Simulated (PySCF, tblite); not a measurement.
# C3H11AsOSi: dynamics, then NMR shifts on frames, part 2 of 2

tblite 0.8.0 and PySCF 2.14.0. Atoms count from 0.

**5. Shielding tensors: 625 fs, PBE0/pcSseg-1**

Job settings and geometry (Å):

```
{"job": {"kind": "nmr", "xc": "PBE0", "basis": "pcSseg-1", "pop": false}, "charge": 0, "multiplicity": 1}
C     -1.651500     1.432200     0.098300
C     -1.576200    -0.094400     0.260300
C     -2.351900    -0.494600     1.548400
O     -0.210400    -0.474100     0.281300
Si     1.270900     0.112200     0.190400
As     1.773500     1.504100     2.046300
H     -2.665600     1.735300    -0.190200
H     -1.187300     1.790000     1.035300
H     -0.970000     1.685500    -0.726200
H     -1.999900    -0.538700    -0.551100
H     -3.383300    -0.338300     1.282300
H     -2.159500     0.122400     2.435000
H     -2.208900    -1.520200     1.977700
H      2.068700    -1.063400     0.223700
H      1.481500     0.728900    -1.189000
H      3.156300     1.677600     1.450700
H      1.389600     2.901900     1.361900
```

Method: GIAO PBE0/pcSseg-1 NMR shielding, non-relativistic, gas phase.

The program printed:

```text
coarse grid: 61656 points
cycle   1  E = -2720.5372544372  dE = -4.175e-01  |g| = 9.638e-01  |ddm| = 3.566e+00
cycle   2  E = -2720.3892803961  dE =  1.480e-01  |g| = 1.218e+00  |ddm| = 1.614e+00
cycle   3  E = -2720.6332634856  dE = -2.440e-01  |g| = 2.580e-01  |ddm| = 1.289e+00
cycle   4  E = -2720.6443853366  dE = -1.112e-02  |g| = 5.448e-02  |ddm| = 2.099e-01
cycle   5  E = -2720.6448650399  dE = -4.797e-04  |g| = 1.243e-02  |ddm| = 4.832e-02
cycle   6  E = -2720.6449026274  dE = -3.759e-05  |g| = 2.162e-03  |ddm| = 1.302e-02
cycle   7  E = -2720.6449036835  dE = -1.056e-06  |g| = 4.925e-04  |ddm| = 2.690e-03
final grid: 128928 points
cycle   8  E = -2720.6448852038  dE = -5.627e-08  |g| = 4.789e-04  |ddm| = 1.850e-03
cycle   9  E = -2720.6448851968  dE =  6.979e-09  |g| = 5.124e-04  |ddm| = 1.095e-03
cycle  10  E = -2720.6448852692  dE = -7.244e-08  |g| = 5.574e-05  |ddm| = 5.554e-04
cycle  11  E = -2720.6448852698  dE = -6.048e-10  |g| = 1.041e-05  |ddm| = 5.578e-05
converged SCF energy = -2720.6448852698

GIAO shielding tensors (ppm)
atom      isotropic    diamagn.    paramagn.     s11        s22        s33       span
  0 C      155.007     256.001    -100.995    139.663    149.399    175.958     36.295
  1 C      116.909     239.331    -122.422     86.715    101.255    162.757     76.042
  2 C      158.227     244.685     -86.458    136.308    149.108    189.263     52.955
  3 O      278.534     400.591    -122.057    214.134    299.675    321.793    107.659
  4 Si     377.507     881.138    -503.631    317.402    369.114    446.006    128.604
  5 As    1891.438    2879.771    -988.333   1732.366   1936.708   2005.241    272.875
  6 H       29.821      30.228      -0.407     25.728     27.453     36.282     10.554
  7 H       29.799      32.734      -2.935     26.521     29.236     33.639      7.118
  8 H       29.739      33.388      -3.648     26.010     29.454     33.754      7.745
  9 H       28.904      33.008      -4.104     25.184     28.046     33.483      8.298
 10 H       31.055      27.901       3.154     26.905     28.285     37.977     11.072
 11 H       30.298      29.455       0.843     27.147     29.787     33.959      6.812
 12 H       29.218      27.793       1.426     25.799     26.198     35.658      9.860
 13 H       26.653      30.984      -4.332     21.948     25.761     32.249     10.301
 14 H       25.157      30.085      -4.928     20.854     24.258     30.358      9.505
 15 H       29.764      28.815       0.949     23.099     23.935     42.258     19.159
 16 H       28.202      28.535      -0.332     21.588     24.688     38.331     16.743
```

Run time: 27 s. Hardware: 1 thread of Intel Xeon Platinum 8488C, shared host; peak memory 0.86 GiB.

Key values: δ C1 70.0, C0 31.9, C2 28.7, O3 57.5, H14 6.56, H13 5.06 ppm.

**6. Nuclear shieldings: 800 fs, PBE0/pcSseg-1**

Job settings and geometry (Å):

```
{"job": {"kind": "nmr", "xc": "PBE0", "basis": "pcSseg-1", "pop": false}, "charge": 0, "multiplicity": 1}
C     -1.779800     1.573600     0.942300
C     -1.674400     0.138100     0.477700
C     -2.755700    -0.839200     1.022100
O     -0.356500    -0.321800     0.759400
Si     1.128200     0.164600     0.394800
As     1.682000     1.326000     2.306700
H     -2.572600     2.160900     0.447500
H     -1.938200     1.505600     2.052200
H     -0.832000     2.041000     0.841600
H     -1.741000     0.136300    -0.704800
H     -3.723800    -0.390100     0.924000
H     -2.593700    -1.065000     2.038100
H     -2.606800    -1.745500     0.494400
H      1.885100    -1.135800     0.373200
H      1.421800     0.742400    -0.976600
H      2.635300     2.246900     1.635900
H      0.516000     2.311500     2.216200
```

Level: GIAO PBE0/pcSseg-1 NMR shielding, non-relativistic, gas phase.

The program printed:

```text
coarse grid: 61656 points
cycle   1  E = -2720.5311323561  dE = -3.544e-01  |g| = 9.747e-01  |ddm| = 3.594e+00
cycle   2  E = -2720.3784669588  dE =  1.527e-01  |g| = 1.236e+00  |ddm| = 1.602e+00
cycle   3  E = -2720.6319057199  dE = -2.534e-01  |g| = 2.700e-01  |ddm| = 1.270e+00
cycle   4  E = -2720.6441311853  dE = -1.223e-02  |g| = 5.480e-02  |ddm| = 2.171e-01
cycle   5  E = -2720.6446291878  dE = -4.980e-04  |g| = 1.138e-02  |ddm| = 5.006e-02
cycle   6  E = -2720.6446607289  dE = -3.154e-05  |g| = 1.863e-03  |ddm| = 1.336e-02
cycle   7  E = -2720.6446616311  dE = -9.021e-07  |g| = 4.685e-04  |ddm| = 2.838e-03
final grid: 128928 points
cycle   8  E = -2720.6446580615  dE = -1.461e-07  |g| = 4.496e-04  |ddm| = 2.497e-03
cycle   9  E = -2720.6446580558  dE =  5.643e-09  |g| = 4.985e-04  |ddm| = 1.085e-03
cycle  10  E = -2720.6446581233  dE = -6.751e-08  |g| = 5.715e-05  |ddm| = 5.273e-04
cycle  11  E = -2720.6446581240  dE = -6.248e-10  |g| = 1.062e-05  |ddm| = 5.635e-05
converged SCF energy = -2720.6446581240

GIAO shielding tensors (ppm)
atom      isotropic    diamagn.    paramagn.     s11        s22        s33       span
  0 C      154.236     251.808     -97.572    139.154    152.235    171.320     32.167
  1 C      105.703     242.747    -137.044     77.454     95.161    144.493     67.039
  2 C      163.848     248.612     -84.764    145.626    153.893    192.025     46.398
  3 O      269.650     401.985    -132.334    212.186    281.685    315.080    102.895
  4 Si     369.178     880.798    -511.620    325.724    337.425    444.385    118.661
  5 As    1929.375    2880.194    -950.819   1698.267   1948.136   2141.722    443.455
  6 H       29.724      29.408       0.317     26.007     27.231     35.935      9.927
  7 H       29.675      30.245      -0.570     26.864     29.429     32.732      5.868
  8 H       29.882      34.174      -4.291     23.990     29.165     36.492     12.501
  9 H       25.956      30.936      -4.981     22.593     24.887     30.387      7.794
 10 H       31.111      28.888       2.223     26.843     28.829     37.661     10.817
 11 H       31.433      30.980       0.452     28.046     30.446     35.806      7.760
 12 H       30.598      30.771      -0.172     26.204     28.568     37.023     10.820
 13 H       25.741      29.713      -3.971     21.952     24.180     31.092      9.141
 14 H       25.189      29.694      -4.505     21.625     23.769     30.174      8.549
 15 H       29.847      29.825       0.023     23.000     23.581     42.961     19.961
 16 H       29.043      30.191      -1.149     20.603     26.062     40.463     19.859
```

Wall time 27 s (1 thread of Intel Xeon Platinum 8488C, shared host); peak memory 0.95 GiB.

In short: δ C1 81.2, C0 32.7, C2 23.1, O3 66.4, H14 6.53, H13 5.98 ppm.

**7. Shielding tensors: 1000 fs, PBE0/pcSseg-1**

Job settings and geometry (Å):

```
{"job": {"kind": "nmr", "xc": "PBE0", "basis": "pcSseg-1", "pop": false}, "charge": 0, "multiplicity": 1}
C     -2.142600     2.033100     1.341500
C     -2.101000     0.723800     0.514100
C     -3.191400    -0.242100     0.705300
O     -0.848000     0.033800     0.797200
Si     0.648600     0.685100     0.385700
As     1.821000     1.053800     2.387200
H     -3.181800     2.334700     1.448400
H     -1.673300     1.868700     2.391400
H     -1.531800     2.791100     0.912800
H     -2.060700     0.845000    -0.630300
H     -4.066800     0.245400     0.299800
H     -3.219300    -0.517900     1.756100
H     -3.017200    -1.128400     0.106200
H      1.381200    -0.204200    -0.643100
H      0.518700     2.001700    -0.235700
H      1.641900    -0.390000     2.691700
H      3.125900     0.794300     1.448100
```

Level: GIAO PBE0/pcSseg-1 NMR shielding, non-relativistic, gas phase.

The program printed:

```text
coarse grid: 61656 points
cycle   1  E = -2720.5344835024  dE = -5.064e-01  |g| = 9.744e-01  |ddm| = 3.564e+00
cycle   2  E = -2720.3364069589  dE =  1.981e-01  |g| = 1.319e+00  |ddm| = 1.815e+00
cycle   3  E = -2720.6344637655  dE = -2.981e-01  |g| = 2.912e-01  |ddm| = 1.490e+00
cycle   4  E = -2720.6489175674  dE = -1.445e-02  |g| = 5.585e-02  |ddm| = 2.361e-01
cycle   5  E = -2720.6494015110  dE = -4.839e-04  |g| = 1.268e-02  |ddm| = 5.084e-02
cycle   6  E = -2720.6494402655  dE = -3.875e-05  |g| = 2.824e-03  |ddm| = 1.458e-02
cycle   7  E = -2720.6494421930  dE = -1.927e-06  |g| = 8.753e-04  |ddm| = 3.439e-03
final grid: 128928 points
cycle   8  E = -2720.6494297593  dE =  1.700e-08  |g| = 1.032e-03  |ddm| = 2.272e-03
cycle   9  E = -2720.6494296216  dE =  1.377e-07  |g| = 1.283e-03  |ddm| = 1.912e-03
cycle  10  E = -2720.6494300169  dE = -3.953e-07  |g| = 6.718e-05  |ddm| = 1.082e-03
cycle  11  E = -2720.6494300178  dE = -9.072e-10  |g| = 1.706e-05  |ddm| = 6.642e-05
converged SCF energy = -2720.6494300178

GIAO shielding tensors (ppm)
atom      isotropic    diamagn.    paramagn.     s11        s22        s33       span
  0 C      158.465     248.906     -90.441    129.784    159.103    186.508     56.724
  1 C      105.466     245.461    -139.994     72.560     95.831    148.007     75.446
  2 C      159.817     249.073     -89.256    140.034    156.562    182.855     42.821
  3 O      254.782     403.741    -148.958    201.869    262.895    299.583     97.714
  4 Si     354.567     881.630    -527.063    286.292    343.739    433.670    147.378
  5 As    1945.561    2882.104    -936.542   1777.812   1854.514   2204.358    426.546
  6 H       30.404      27.833       2.571     25.589     28.484     37.140     11.551
  7 H       28.821      28.469       0.352     24.865     29.135     32.464      7.598
  8 H       29.824      30.984      -1.160     26.520     28.986     33.966      7.446
  9 H       26.199      32.440      -6.241     22.545     26.352     29.700      7.155
 10 H       30.673      28.492       2.181     26.439     28.369     37.210     10.771
 11 H       30.140      29.490       0.650     26.777     28.802     34.841      8.064
 12 H       30.018      31.291      -1.274     25.987     28.341     35.725      9.738
 13 H       25.117      30.342      -5.225     20.334     24.412     30.606     10.272
 14 H       25.985      31.967      -5.983     22.746     25.535     29.673      6.928
 15 H       29.834      31.772      -1.938     22.425     25.081     41.996     19.571
 16 H       28.390      27.962       0.427     22.260     23.342     39.567     17.307
```

It took 28 s on 1 thread of Intel Xeon Platinum 8488C, shared host; peak memory 0.87 GiB.

This run: δ C1 81.5, C0 28.5, C2 27.1, O3 81.3, H13 6.60, H14 5.73 ppm.

**8. Comparing the runs: NMR shifts**

Shifts (ppm) of some atoms, chosen among heavy atoms and hydrogens apart, with basis size and wall time:

```tsv
frame	C1	C0	H9	H8	O3	Si4	As5	functions	time
250 fs	70.1	35.2	5.18	2.40	56.9	-40.6	84	188	27 s
425 fs	74.8	22.2	6.06	0.25	69.5	-28.2	104	188	27 s
625 fs	70.0	31.9	2.81	1.98	57.5	-28.3	97	188	27 s
800 fs	81.2	32.7	5.76	1.83	66.4	-20.0	59	188	27 s
1000 fs	81.5	28.5	5.52	1.89	81.3	-5.4	43	188	28 s
```

**9. What came out**

The summary covers parts 1 to 2.

| quantity | value |
| --- | --- |
| thermostat | 300 K |
| mean temperature, second half | 345 K |
| mean potential energy above the minimum | 0.56 eV |
| 13C shifts against TMS (PBE0/pcSseg-1, 250 fs) | 70.1, 35.2, 19.8 ppm |
| 1H shifts against TMS (PBE0/pcSseg-1, 250 fs) | 5.94, 5.18, 5.06, 2.70, 2.59, 2.40, 1.41, 1.36, 0.97, 0.76, 0.72 ppm |
| 17O shifts against H2O (PBE0/pcSseg-1, 250 fs) | 56.9 ppm |
| 29Si shifts against TMS (PBE0/pcSseg-1, 250 fs) | -40.6 ppm |
| 75As shifts against AsH3 (PBE0/pcSseg-1, 250 fs) | 84 ppm |
| range of the shift of As5 | 43 to 104 ppm |

In words: In the second half the potential energy averages 0.56 eV above the minimum; equipartition over 45 harmonic modes at 300 K would give 0.58 eV. With 17 atoms the temperature swings widely (214 to 478 K). Shifts at one fixed geometry are not the observed spectrum, which averages over the motion. In the first frame run (250 fs): The largest span, 229 ppm, is at As5, where the paramagnetic term is -975 ppm. Across the 5 runs the shift of As5 moves most, between 43 (1000 fs) and 104 ppm (425 fs). Spin-orbit coupling is left out, which matters for shieldings and couplings at and beside the heavy atoms.
